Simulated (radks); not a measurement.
# Spin polarisation of the 4p shell in Kr²⁺

The task here is to estimate one member of a computed series from the others.

The numbers are computed with radks (a radial shooting solver on a logarithmic mesh, Libxc functionals) version 1 (scalar-relativistic Kohn-Sham, SCAN, spin-polarised, spherical densities, finite nucleus), except any that are marked as measured or tabulated.

## What is computed

- element: krypton (Z = 36)
- charge: +2
- electrons: 34
- configuration: [Ar] 3d10 4s2 4p(up 2, down 2)
- nuclear rms radius: 4.1884 fm

A shell typed twice in an input gives spin up, then spin down.

Set-up of the first run:

The run's settings:

```text
Z 36
configuration [Ar] 3d10 4s2 4p2 4p2
relativity scalar-relativistic
functional scan,scan
spin polarised
nucleus finite rms 4.1884 fm
c 137.035999084
```

Run with:

```console
$ python run_ks.py task.json out
```

All runs below come from this command, one after another.

Steps of the session up to this table: No moment.

One table of the session follows, with a row left open; its other results are not shown here.

It belongs to the step «No moment». Sizes of the orbitals, from the radial functions (bohr):

```
level      <r>  outermost maximum (interpolated)  90 % within  nodes
   1s  0.04149                            0.0271       0.0742      0
   2s   0.1833                             0.154        0.283      1
   2p   0.1601                             0.123        0.261      0
   3s        ?                                 ?            ?      ?
   3p   0.5395                             0.463        0.821      1
   3d   0.5544                             0.412        0.907      0
   4s    1.508                              1.32         2.21      3
   4p    1.731                              1.48         2.58      2
```

**Question.** Estimate the row for 3s.

As computed: <r>: 0.5289; outermost maximum (interpolated): 0.466; 90 % within: 0.785; nodes: 2. In the column «<r>» it lies between 2s (0.1833) and 3p (0.5395).
